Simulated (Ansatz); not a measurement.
# HOF (hypofluorous acid): PBE/aug-cc-pVTZ

Aim: the electronic atomisation energy of HOF (hypofluorous acid) at PBE/aug-cc-pVTZ, from 4 runs. 

Program for the calculation: Ansatz 0.2.0.

48 further runs of the same task are left out: 48 set aside as unsound or not needed.

## (1) The system as given

The species is HOF (3 atoms), meant as a singlet with charge 0. As SMILES, `OF`. Geometry: relaxed at PBE0-D4/def2-TZVP.

Bond lengths: O1–F2 1.406 Å, O1–H3 0.969 Å. Angles: F2–O1–H3 99.1°.

## (2) A single-point energy at PBE/aug-cc-pVTZ

Input file run.yaml:

```yaml
crystal:
  periodic: [false, false, false]
  atoms:
    - {symbol: O, position_ang: [0.430590, -0.210340, 0.216330]}
    - {symbol: F, position_ang: [-0.221910, 1.014620, -0.010980]}
    - {symbol: H, position_ang: [-0.208690, -0.804280, -0.205350]}
basis:
  gaussian:
    orbitals: aug-cc-pVTZ
total_charge: 0
hamiltonian:
  xc: pbe
accuracy: high
output: {orbitals: {seedname: orbitals}}
```

Command:

```sh
$ ansatz run run.yaml --threads 1 --pin off --max-ram 3480MiB --events-out events.jsonl --progress --plain --runs-dir runs
```

Standard output:

```text
Warning: RAYON_NUM_THREADS=1 ignored (pool sized by the plan → 1); use --threads N
Functional definition: PBE
  name "PBE"
  parameter kappa = 0.804
  parameter beta = 0.06672455060314922
  exchange = pbe_x(kappa = kappa, mu = beta*pi^2/3)
  correlation = pbe_c(beta = beta)
1764 factors; integrals over basis functions are off by at most 3.3e-9 eV
mean field evaluation 1: about -4771.9914 eV, gradient 3.8e1 eV
mean field evaluation 2: about -4764.5422 eV, gradient 7.4e1 eV
mean field evaluation 4: about -4774.1211 eV, gradient 4.3e0 eV
mean field evaluation 8: about -4774.1510 eV, gradient 8.8e-3 eV
mean field evaluation 16: about -4774.1510 eV, gradient 1.6e-7 eV
mean field -4774.15101332 eV, -175.4468137036 hartree, gradient 3.0e-8 eV, S^2 0.000000; 0 other end points of the search recorded, 0 dependent functions left out
reference -4774.15101680 eV, -175.4468138317 hartree; 9, 9 occupied and 106, 106 virtual orbitals, 1764 factors
Total energy: -4774.15101680 eV, -175.4468138317 hartree
```

Run time: 3.3 s. Hardware: 1 thread of Arm Neoverse V2, shared host; peak memory 0.24 GiB.

## (3) The F atom at the same level

Input file in.yaml:

```yaml
basis:
  gaussian:
    orbitals: aug-cc-pVTZ
crystal:
  periodic: [false, false, false]
  atoms:
    - {symbol: F, position_ang: [0.000000, 0.000000, 0.000000]}
hamiltonian:
  xc: {name: PBE}
magnetization:
  spin_polarized: true
  initial_magnetization: 1
accuracy: high
```

Run the same way, it converges to -99.66542 Eh (log not shown).

## (4) The H atom, same level

Input file run.yaml:

```yaml
basis:
  gaussian: {orbitals: aug-cc-pVTZ}
crystal:
  periodic: [false, false, false]
  atoms:
    - {symbol: H, position_ang: [0.000000, 0.000000, 0.000000]}
hamiltonian: {xc: {name: PBE}}
accuracy: high
magnetization: {spin_polarized: true, initial_magnetization: 1}
```

Command:

```sh
$ ansatz run run.yaml --threads 1 --pin off --max-ram 3480MiB --events-out events.jsonl --progress --plain --runs-dir runs
```

Standard output, cut to the lines that bear on the results:

```text
Warning: RAYON_NUM_THREADS=1 ignored (pool sized by the plan → 1); use --threads N
[... 6 set-up lines as earlier in the session ...]
183 factors; integrals over basis functions are off by at most 1.9e-9 eV
mean field evaluation 1: about -13.5930 eV, gradient 6.9e-1 eV
mean field evaluation 2: about -13.6002 eV, gradient 1.2e-1 eV
mean field evaluation 4: about -13.6004 eV, gradient 1.7e-3 eV
mean field evaluation 8: about -13.6004 eV, gradient 4.0e-6 eV
mean field -13.60036435 eV, -0.4998041711 hartree, gradient 9.1e-9 eV, S^2 0.750000; 0 other end points of the search recorded, 0 dependent functions left out
reference -13.60037065 eV, -0.4998044026 hartree; 1, 0 occupied and 22, 23 virtual orbitals, 183 factors
Total energy: -13.60037065 eV, -0.4998044026 hartree
```

Run time: 0.16 s. Hardware: 1 thread of Arm Neoverse V2, shared host.

## (5) The O atom

Input file input.yaml:

```yaml
crystal:
  periodic: [false, false, false]
  atoms:
    - {symbol: O, position_ang: [0.000000, 0.000000, 0.000000]}
basis:
  gaussian:
    orbitals: aug-cc-pVTZ
magnetization:
  spin_polarized: true
  initial_magnetization: 2
hamiltonian:
  xc: pbe
accuracy: high
```

Run the same way, it converges to -75.00779 Eh (log not shown).

## (6) What came out

Level: PBE/aug-cc-pVTZ.

```
                     quantity          value
       molecule: total energy  -175.44681 Eh
        molecule: HOMO energy       -7.20 eV
        molecule: LUMO energy       -2.86 eV
      molecule: HOMO–LUMO gap        4.34 eV
         F atom: total energy   -99.66542 Eh
                 F atom: ⟨S²⟩          0.751
         H atom: total energy    -0.49980 Eh
                 H atom: ⟨S²⟩          0.750
         O atom: total energy   -75.00779 Eh
                 O atom: ⟨S²⟩          2.003
electronic atomisation energy       7.450 eV
```

**Reading.** Taking the molecule apart into free atoms costs 7.45 eV (719 kJ/mol), before zero-point energy and without spin-orbit coupling.
